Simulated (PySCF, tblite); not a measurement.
# C₅H₇Si radical: geometry, infrared bands and EPR parameters

Aim: predict the infrared bands and EPR parameters of C₅H₇Si radical (`C[Si@H]1[C]=CC=C1`).

Programs: tblite 0.8.0 and PySCF 2.14.0, with density-fitted response routines of our own. Each step states its level of theory. These are calculated values for one molecule in the gas phase, unless marked as measured. Atoms count from 0, in the outputs and in this text.

### 1 The molecule as given

13 atoms, charge 0, multiplicity 2; geometry from: force field or distance geometry start.

Bonds of the start (Å): C0–Si1 1.84, Si1–C2 1.87, C2–C3 1.31, C3–C4 1.46, C4–C5 1.34, C5–Si1 1.91, C0–H6 1.09, C0–H7 1.09, C0–H8 1.09, Si1–H9 1.50, C3–H10 1.07, C4–H11 1.09, C5–H12 1.07.

### 2 Geometry optimisation with GFN2-xTB

The job: settings as JSON, then the geometry in Å.

```
{"job": {"kind": "relax", "xc": "GFN2-xTB", "basis": "xTB"}, "charge": 0, "multiplicity": 2}
C      2.110700    -0.393000    -0.097500
Si     0.516800    -0.127800     0.791200
C     -0.320800     1.508900     0.477600
C     -1.456900     1.452900    -0.180400
C     -1.839700     0.079900    -0.510800
C     -0.983300    -0.880300    -0.123000
H      2.411200    -1.436700    -0.069600
H      2.027200    -0.097700    -1.145400
H      2.915300     0.198800     0.345100
H      0.521600    -0.541000     2.231900
H     -2.072000     2.298400    -0.426600
H     -2.761900    -0.119000    -1.053200
H     -1.072600    -1.943000    -0.256900
```

Command:

```bash
$ OMP_NUM_THREADS=1 python probes_run.py task.json out
```

One launch serves the whole session: the jobs run in the order shown.

**Question.** This job is followed by: GFN2-xTB harmonic vibrations, gas phase; UKS B3LYP, pcH-1 on C H Si, non-relativistic, mean-field spin-orbit, GIAO. What will the session give for the following? strongest single infrared mode (GFN2-xTB); zero-point energy (GFN2-xTB); g(iso) (B3LYP); ⟨S²⟩; largest a(iso) (averaged by class); potential on the surface of density 0.002 e/bohr³, 1st and 99th percentile.

As calculated:

| quantity | value |
| --- | --- |
| strongest single infrared mode (GFN2-xTB) | 2235 cm⁻¹, 328 km/mol |
| zero-point energy (GFN2-xTB) | 60.4 kcal/mol |
| g(iso) (B3LYP) | 2.00199 |
| ⟨S²⟩ | 0.767 (exact 0.75) |
| largest a(iso) (averaged by class) | 13C on C2, 362.5 MHz |
| potential on the surface of density 0.002 e/bohr³, 1st and 99th percentile | -0.72 V and 1.11 V |

**Reading.** Relaxing lowered the energy by 0.113 eV in 42 steps; the close pair that moved most is C0–Si1, from 1.844 to 1.896 Å. No mode is imaginary among the 33: a minimum at this level. The strongest single mode, at 2235 cm⁻¹, moves mainly H9. Unscaled tight-binding wavenumbers are off by several per cent, some by more. Its intensities can rank the bands wrongly. C2 carries the largest spin population, 1.02 e. The isotropic g lies 0.3 ppt below the free-electron value. The conformer search found further structures of the same energy, which may be mirror or relabelled copies of this one.
